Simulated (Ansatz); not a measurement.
# CH₈OSi₂: a ladder of functionals and wavefunction methods

The task here is to estimate one member of a computed series from the others.

Computed with Ansatz 0.2.0, Gaussian basis. Level: functionals in def2-TZVPP, the program's frozen cores in correlated methods.

The runs, in order: LDA (SPW92), PBE-D4, revPBE-D4, BLYP-D4, r2SCAN-D4, B97M-V, PBE0-D4, B3LYP-D4, r2SCANh-D4, r2SCAN0-D4, HSE06-D4, BHLYP-D4, CAM-B3LYP-D4, LC-ωPBE, ωB97X-V, ωB97M-V, B2PLYP, PBE-QIDH; CCSD(T)/def2-SVP; CCSD(T)/def2-TZVPP; CCSD(T)/def2-QZVPP; extrapolation to the limit; RPA on PBE.

## The relaxed structure

The geometry comes from an earlier relaxation with PBE0-D4 in a triple-zeta def2 set; it is a stationary point, not always the lowest conformer.

SMILES `C[SiH2]O[SiH3]`, 12 atoms, charge 0, spin multiplicity 1.

Atoms are counted from 1 here; the program's logs count them from 0.

Bond lengths: C1–Si2 1.856 Å, C1–H5 1.092 Å, C1–H6 1.093 Å, C1–H7 1.092 Å, Si2–O3 1.640 Å, Si2–H8 1.489 Å, Si2–H9 1.489 Å, O3–Si4 1.632 Å, Si4–H10 1.483 Å, Si4–H11 1.487 Å, Si4–H12 1.487 Å. Angles: Si2–C1–H5 110.9°, Si2–C1–H6 110.3°, Si2–C1–H7 110.9°, H5–C1–H6 108.2°, H5–C1–H7 108.3°, H6–C1–H7 108.2°, C1–Si2–O3 109.0°, C1–Si2–H8 110.7°, C1–Si2–H9 110.7°, O3–Si2–H8 109.1°, O3–Si2–H9 109.1°, H8–Si2–H9 108.3°, Si2–O3–Si4 145.8°, O3–Si4–H10 108.3°, O3–Si4–H11 110.4°, O3–Si4–H12 110.4°, H10–Si4–H11 109.4°, H10–Si4–H12 109.4° and more.

Set-up of the first run:

in.yaml reads:

```yaml
crystal:
  periodic: [false, false, false]
  atoms:
    - {symbol: C, position_ang: [0.484732, 1.986008, -0.784743]}
    - {symbol: Si, position_ang: [0.883658, 0.332244, -0.042914]}
    - {symbol: O, position_ang: [-0.507774, -0.511537, 0.160893]}
    - {symbol: Si, position_ang: [-1.176851, -1.908201, 0.676313]}
    - {symbol: H, position_ang: [-0.003087, 1.869754, -1.755215]}
    - {symbol: H, position_ang: [1.399197, 2.567554, -0.930113]}
    - {symbol: H, position_ang: [-0.180824, 2.555055, -0.131659]}
    - {symbol: H, position_ang: [1.551883, 0.495230, 1.278118]}
    - {symbol: H, position_ang: [1.794116, -0.438771, -0.934438]}
    - {symbol: H, position_ang: [-2.644081, -1.823244, 0.475547]}
    - {symbol: H, position_ang: [-0.886454, -2.121115, 2.119121]}
    - {symbol: H, position_ang: [-0.637415, -3.058278, -0.096809]}
basis:
  gaussian: {orbitals: def2-TZVPP}
hamiltonian: {xc: lda}
output: {orbitals: {seedname: orbitals}}
```

On the command line:

```
> ansatz run in.yaml --threads 2 --pin off --events-out ev --progress --plain --max-ram 32768MiB --backend cpu
```

Steps of the session up to this table: LDA; PBE-D4 (GGA); revPBE-D4 (GGA); BLYP-D4 (GGA); r2SCAN-D4 (meta-GGA); B97M-V (meta-GGA); B3LYP-D4 (hybrid); r2SCANh-D4 (hybrid); r2SCAN0-D4 (hybrid); HSE06-D4 (hybrid); BHLYP-D4 (hybrid); CAM-B3LYP-D4 (range-separated); LC-ωPBE (range-separated); ωB97X-V (range-separated); ωB97M-V (range-separated); B2PLYP (double hybrid); PBE-QIDH (double hybrid).

One of the session's tables, all rows but one given; the rest of the session is left out.

It belongs to the step «Frontier levels by functional». 

| functional | HOMO (eV) | gap (eV) |
| --- | --- | --- |
| LDA (SPW92) | -7.16 | 6.10 |
| PBE-D4 | -7.11 | 6.33 |
| revPBE-D4 | -7.09 | 6.43 |
| BLYP-D4 | -7.05 | 6.41 |
| r2SCAN-D4 | ? | ? |
| B97M-V | -7.59 | 6.95 |
| PBE0-D4 | -8.52 | 8.61 |
| B3LYP-D4 | -8.34 | 8.21 |
| r2SCANh-D4 | -7.99 | 7.91 |
| r2SCAN0-D4 | -8.77 | 9.10 |
| HSE06-D4 | -8.12 | 7.83 |
| BHLYP-D4 | -9.91 | 10.86 |
| CAM-B3LYP-D4 | -9.96 | 11.02 |
| LC-ωPBE | -11.29 | 13.56 |
| ωB97X-V | -10.98 | 13.07 |
| ωB97M-V | -10.83 | 12.59 |

Q: Estimate the row for r2SCAN-D4 from the others.

Worked estimate for «HOMO (eV)». Against the share of exact exchange, r2SCANh-D4 (0.1, -7.99), r2SCAN0-D4 (0.25, -8.77) give a slope of -5.20 per unit share; at 0 the line stands at -7.47.

**Answer.** HOMO (eV): -7.47; gap (eV): 7.10. In «HOMO (eV)» the line misses by 0.00.
